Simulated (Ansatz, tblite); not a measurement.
# Ga7P6 zinc blende off sphere (Ga7P6H20−): a ladder of methods and basis sets

How do method and basis change the picture of Ga7P6 zinc blende off sphere (Ga7P6H20−) (singlet)?

The runs use Ansatz 0.2.0, Gaussian basis; as each input shows.

Plan: GFN1-xTB, GFN2-xTB, PBE-D4/def2-TZVP, r2SCAN-D4/def2-TZVP, B3LYP-D4/def2-TZVP, r2SCANh-D4/def2-TZVP, r2SCAN0-D4/def2-TZVP, LC-ωPBE(0.10)/def2-SVP, LC-ωPBE(0.15)/def2-SVP, LC-ωPBE(0.20)/def2-SVP, LC-ωPBE(0.30)/def2-SVP, PBE-D4/def2-SVP, PBE0-D4/def2-SVP, HF/STO-3G, HF/6-31G, B3LYP-D4/6-31G, MP2/def2-SVP, RPA/def2-SVP.

### Step 1. The relaxed structure

The geometry is that of the singlet, from an earlier relaxation (PBE-D4/def2-SVP).

33 atoms, charge -1, spin multiplicity 1.

Bond lengths: Ga1–P9 2.430 Å, Ga1–P10 2.401 Å, Ga1–H14 1.590 Å, Ga1–H15 1.592 Å, Ga2–P8 2.410 Å, Ga2–P11 2.410 Å, Ga2–H16 1.588 Å, Ga2–H17 1.585 Å, Ga3–P9 2.404 Å, Ga3–P12 2.404 Å, Ga3–H18 1.586 Å, Ga3–H19 1.607 Å, Ga4–P8 2.454 Å, Ga4–P9 2.354 Å, Ga4–P13 2.372 Å, Ga4–H20 1.582 Å, Ga5–P10 2.403 Å, Ga5–P13 2.439 Å and more. Angles: P9–Ga1–P10 97.7°, P9–Ga1–H14 107.9°, P9–Ga1–H15 106.8°, P10–Ga1–H14 110.6°, P10–Ga1–H15 111.0°, H14–Ga1–H15 120.2°, P8–Ga2–P11 100.9°, P8–Ga2–H16 105.6°, P8–Ga2–H17 110.6°, P11–Ga2–H16 105.5°, P11–Ga2–H17 110.5°, H16–Ga2–H17 121.7°, P9–Ga3–P12 99.1°, P9–Ga3–H18 112.0°, P9–Ga3–H19 106.9°, P12–Ga3–H18 112.0°, P12–Ga3–H19 106.9°, H18–Ga3–H19 118.1° and more.

The ion is computed in the gas phase, without counter-ions or solvent.

PBE0-D4/def2-TZVP was run before; its log isn't repeated, and its numbers join the tables.

### Step 2. GFN1-xTB

Tight binding, by tblite at 300 K electronic temperature and without a spin-polarisation term:

```python
tblite.interface.Calculator('GFN1-xTB', numbers, positions, charge=-1, uhf=0).singlepoint()
```

Energy -991.5299 eV, HOMO -7.77 eV, LUMO -3.13 eV; 0.13 s.

### Step 3. GFN2-xTB

Tight binding, by tblite at 300 K electronic temperature and without a spin-polarisation term:

```python
tblite.interface.Calculator('GFN2-xTB', numbers, positions, charge=-1, uhf=0).singlepoint()
```

Energy -927.8659 eV, HOMO -8.18 eV, LUMO -4.77 eV; 0.097 s.

### Step 4. PBE-D4/def2-TZVP

start.molden holds the orbitals of an earlier run on this state, given as this run's starting guess.

Contents of in.yaml:

```yaml
crystal:
  periodic: [false, false, false]
  atoms:
    - {symbol: Ga, position_ang: [0.777692, -3.614787, 0.734432]}
    - {symbol: Ga, position_ang: [-2.842237, 2.842398, -1.715271]}
    - {symbol: Ga, position_ang: [0.665041, -0.663808, -2.294440]}
    - {symbol: Ga, position_ang: [-2.009938, -0.840582, 0.432912]}
    - {symbol: Ga, position_ang: [0.549041, -0.551000, 3.414966]}
    - {symbol: Ga, position_ang: [0.839788, 2.009919, 0.434396]}
    - {symbol: Ga, position_ang: [3.614437, -0.777271, 0.736008]}
    - {symbol: P, position_ang: [-3.106509, 0.478936, -1.322299]}
    - {symbol: P, position_ang: [-0.448692, -2.138965, -0.756996]}
    - {symbol: P, position_ang: [1.921091, -1.921796, 1.996111]}
    - {symbol: P, position_ang: [-0.478997, 3.106946, -1.321158]}
    - {symbol: P, position_ang: [2.139083, 0.449555, -0.755584]}
    - {symbol: P, position_ang: [-0.661579, 0.660571, 1.679067]}
    - {symbol: H, position_ang: [1.807295, -4.450104, -0.142958]}
    - {symbol: H, position_ang: [-0.302304, -4.363828, 1.632563]}
    - {symbol: H, position_ang: [-3.559252, 3.560171, -0.493207]}
    - {symbol: H, position_ang: [-3.198834, 3.200138, -3.217519]}
    - {symbol: H, position_ang: [1.462961, -1.460499, -3.409884]}
    - {symbol: H, position_ang: [-0.420367, 0.422122, -2.769000]}
    - {symbol: H, position_ang: [-3.172546, -1.524794, 1.258987]}
    - {symbol: H, position_ang: [-0.517506, -1.436397, 4.194019]}
    - {symbol: H, position_ang: [1.433808, 0.515065, 4.195393]}
    - {symbol: H, position_ang: [1.523292, 3.172525, 1.261084]}
    - {symbol: H, position_ang: [4.450649, -1.805888, -0.141679]}
    - {symbol: H, position_ang: [4.362572, 0.302735, 1.634890]}
    - {symbol: H, position_ang: [-2.992194, -0.212304, -2.567197]}
    - {symbol: H, position_ang: [-4.518973, 0.309551, -1.137376]}
    - {symbol: H, position_ang: [-1.298406, -2.963497, -1.567780]}
    - {symbol: H, position_ang: [2.680391, -2.681263, 2.948162]}
    - {symbol: H, position_ang: [0.212412, 2.992719, -2.565946]}
    - {symbol: H, position_ang: [-0.309364, 4.519349, -1.135936]}
    - {symbol: H, position_ang: [2.963941, 1.299837, -1.565452]}
    - {symbol: H, position_ang: [-1.565806, 1.564275, 2.326705]}
basis:
  gaussian: {orbitals: def2-TZVP, fitting: {mean_field: def2-universal-jkfit}, initial_orbitals: start.molden}
total_charge: -1
hamiltonian: {xc: pbe, dispersion: d4}
scf: {omitted_lower_state_checks: [starts]}
output: {forces: true, orbitals: {seedname: orbitals}}
```

Launch:

```bash
ansatz run in.yaml --threads 2 --pin off --events-out ev --progress --plain --max-ram 32768MiB --backend cuda --devices 0, --max-vram 18GiB
```

Further steps of the session: r2SCAN-D4/def2-TZVP; B3LYP-D4/def2-TZVP; r2SCANh-D4/def2-TZVP; r2SCAN0-D4/def2-TZVP; LC-ωPBE(0.10)/def2-SVP; LC-ωPBE(0.15)/def2-SVP; LC-ωPBE(0.20)/def2-SVP; LC-ωPBE(0.30)/def2-SVP; PBE-D4/def2-SVP; PBE0-D4/def2-SVP; HF/STO-3G; HF/6-31G; B3LYP-D4/6-31G; MP2/def2-SVP; RPA/def2-SVP.

Q: Predict the results of all the runs planned. Wanted: gap in def2-TZVP, named functionals, smallest and largest; gap over the ω; correlation energy, MP2/def2-SVP; PBE0 total energy, smallest basis above largest.

As calculated:

| quantity | value |
| --- | --- |
| gap in def2-TZVP, named functionals, smallest and largest | 4.06 eV (PBE-D4), 6.09 eV (r2SCAN0-D4) |
| gap over the ω (1/bohr) | 6.97 eV at 0.1, 9.85 eV at 0.3 |
| correlation energy, MP2/def2-SVP | -63.30 eV |
| PBE0 total energy, smallest basis above largest | 65.83 eV (def2-SVP, def2-TZVP) |

**Reading.** Orbital gaps of the named functionals in def2-TZVP span 4.06 eV (PBE-D4) to 6.09 eV (r2SCAN0-D4); exact exchange widens it. Raising the ω (1/bohr) from 0.1 to 0.3 moves the HOMO by -1.67 eV and the LUMO by +1.22 eV.
